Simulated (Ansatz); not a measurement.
# ZrF (doublet): wave-function methods side by side, def2-TZVPP

An exercise on one series of results from a longer session: the logs are not shown, and one member is left open.

Program: Ansatz 0.2.0, Gaussian basis. Level of theory: def2-TZVPP, core rule «outside noble gas», up to 5 orbitals frozen. These are calculated values, not measurements.

To be run: UHF; CCSD(T) on ROHF; CCSD(T) on UHF; CCSDT(Q) on ROHF; CCSDT(Q) on UHF.

13 further runs of the same task are left out: 8 for a known fault of the program, 5 set aside as unsound or not needed.

## The geometry

The geometry is a PBE0/def2-TZVP stationary point (not a proven minimum). No spin-orbit coupling is included. Elements past krypton take def2 core potentials.

2 atoms, charge 0, spin multiplicity 2.

Atoms are counted from 1 here; the program's logs count them from 0.

Bond lengths: Zr1–F2 1.857 Å.

Set-up of the first run:

Contents of in.yaml:

```yaml
crystal:
  periodic: [false, false, false]
  atoms:
    - {symbol: Zr, position_ang: [0.000000, 0.000000, 0.000000]}
    - {symbol: F, position_ang: [0.000000, 0.000000, 1.857200]}
basis:
  gaussian: {orbitals: def2-TZVPP}
magnetization: {spin_polarized: true, initial_magnetization: 1}
hamiltonian: {xc: hf}
output: {orbitals: {seedname: orbitals}}
```

Command:

```sh
> ansatz run in.yaml --threads 1 --pin off --events-out ev --progress --plain --max-ram 3968MiB --backend cpu
```

Among the steps run: UHF; CCSD(T) on ROHF; CCSD(T) on UHF; CCSDT(Q) on ROHF; CCSDT(Q) on UHF.

One of the session's tables, all rows but one given; the rest of the session is left out.

```
   method  from RCCSDT(Q) (meV)
     ROHF               +9540.2
      UHF                     ?
     RMP2                +629.2
     UMP2                +699.6
    RCCSD                +400.9
    UCCSD                +341.1
 RCCSD(T)                 +35.3
 UCCSD(T)                 -15.6
   RCCSDT                  +8.6
   UCCSDT                 -35.6
RCCSDT(Q)                     0
UCCSDT(Q)                 -56.2
```

**Question.** Estimate the row for UHF.

As computed: from RCCSDT(Q) (meV): +9238.9. In the column «from RCCSDT(Q) (meV)» it lies between UMP2 (+699.6) and ROHF (+9540.2).

With the free atoms at the same levels and basis (separate runs), the atomisation energy is 6.341 eV at RCCSDT(Q), 6.349 eV at RCCSD(T), 6.293 eV at UCCSD(T), 4.454 eV at ROHF.

Limits of these values: The determinant is far from a pure spin state, so its energy mixes those of several spin states (harmless only where they are near-degenerate, as at dissociation). Warnings: spin contamination; coupled cluster took another determinant than the lowest. Restricted and unrestricted rows rest on different reference determinants; where their highest levels disagree by more than a few hundredths of an eV, they describe different states and don't form one ladder.
